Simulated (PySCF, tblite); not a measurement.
# CH₇B₂N₂ radical: geometry, infrared bands and EPR parameters

What infrared bands and EPR parameters should CH₇B₂N₂ radical (`[BH]NCBN`) show?

Computed with tblite 0.8.0 and PySCF 2.14.0, with density-fitted response routines of our own, on a single molecule in the gas phase. Atoms count from 0, in the outputs and in this text.

## Step 1: Starting geometry

12 atoms, charge 0, multiplicity 2; geometry from: force field or distance geometry start.

Bonds of the start (Å): B0–N1 1.50, N1–C2 1.40, C2–B3 1.60, B3–N4 1.53, B0–H5 1.18, N1–H6 1.02, C2–H7 1.10, C2–H8 1.10, B3–H9 1.19, N4–H10 1.04, N4–H11 1.05.

## Step 2: Relaxing the molecule with GFN2-xTB

What the job is given:

```
{"job": {"kind": "relax", "xc": "GFN2-xTB", "basis": "xTB"}, "charge": 0, "multiplicity": 2}
B      1.698400    -1.041600     1.019400
N      1.233700    -0.798900    -0.389200
C      0.632000     0.435600    -0.662200
B     -0.683000     0.598700     0.231200
N     -1.968100    -0.161700    -0.081100
H      2.026200    -0.086700     1.631400
H      1.020200    -1.608300    -0.963800
H      0.310800     0.592800    -1.699100
H      1.328200     1.250700    -0.398500
H     -0.859400     1.689100     0.679700
H     -1.950400    -1.159900     0.205100
H     -2.787400     0.289500     0.401000
```

The run is started by

```bash
OMP_NUM_THREADS=1 python probes_run.py task.json out
```

One launch serves the whole session: the jobs run in the order shown.

**Question.** This job is followed by: GFN2-xTB harmonic vibrations, gas phase; UKS B3LYP, pcH-1 on B C H N, non-relativistic, mean-field spin-orbit, GIAO. What will the session give for the following? strongest single infrared mode (GFN2-xTB); zero-point energy (GFN2-xTB); g(iso) (B3LYP); ⟨S²⟩; largest a(iso) (averaged by class); surface potential, 1st and 99th percentile.

The runs gave:

| quantity | value |
| --- | --- |
| strongest single infrared mode (GFN2-xTB) | 2567 cm⁻¹, 235 km/mol |
| zero-point energy (GFN2-xTB) | 58.3 kcal/mol |
| g(iso) (B3LYP) | 2.00194 |
| ⟨S²⟩ | 0.753 (exact 0.75) |
| largest a(iso) (averaged by class) | 11B on B0, 422.5 MHz |
| surface potential, 1st and 99th percentile | -1.03 V and 1.83 V |

What this shows: The optimisation took 111 steps and gained 1.563 eV; among the close pairs (by a distance rule), B3–N4 changed most, from 1.526 to 1.377 Å. All 30 modes are real, so the xTB geometry is a minimum. The strongest single mode, at 2567 cm⁻¹, moves mainly H5. Unscaled tight-binding wavenumbers are off by several per cent, some by more. Its intensities can rank the bands wrongly. Most of the unpaired spin sits on B0 (1.00 e). The isotropic g lies 0.4 ppt below the free-electron value.
